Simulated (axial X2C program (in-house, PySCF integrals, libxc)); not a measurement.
# Linear NCuN⁺ at several levels

One table from this session's results is given with a row withheld; the runs are named, their logs left out.

Computed with an in-house X2C program for linear molecules on PySCF integrals. Level: all-electron X2C, two-component (2c) or spin-free, N dyall-av3z, Cu dyall-v3z.

All values are calculated.

2 further runs of the same task are left out: 2 set aside as unsound or not needed.

The first run:

Input file task.json:

```json
{"zs": [7, 29, 7], "q": 1, "bas": ["dyall-av3z", "dyall-v3z", "dyall-av3z"], "r0": [1.75, 1.75], "symm": 1, "scan": ["PBE0", "HF", "B3LYP"], "levels": ["PBE0", "HF", "LDA"], "nst": 2}
```

Keys: zs atomic numbers; q charge; bas basis sets; r0 starting distance in Å; symm equal bonds; scan levels of the two-bond scan; levels methods; nst determinants followed.

Started as:

```bash
$ python solin.py task.json out
```

Masses N 14.003, Cu 62.930, N 14.003 u.

Among the steps run: Scan at PBE0, 2c; Scan at B3LYP, 2c; Scan at PBE0, spin-free.

One of the session's tables, all rows but one given; the rest of the session is left out.

```
           level  r(N–Cu) (Å)  r(Cu–N) (Å)  lower stretch (cm⁻¹)  upper stretch (cm⁻¹)
        PBE0, 2c        1.881        1.881                 385.0                 415.6
       B3LYP, 2c        1.890        1.890                 383.5                 418.4
 PBE0, spin-free            ?            ?                     ?                     ?
B3LYP, spin-free        1.889        1.889                 384.1                 418.6
```

Q: Estimate the row for PBE0, spin-free from the others.

**Answer.** r(N–Cu) (Å): 1.881; r(Cu–N) (Å): 1.881; lower stretch (cm⁻¹): 385.6; upper stretch (cm⁻¹): 415.9.

Scans not shown above were run alike.

To keep in mind: The molecule was held linear; bending was not examined, so a bent shape may lie lower.
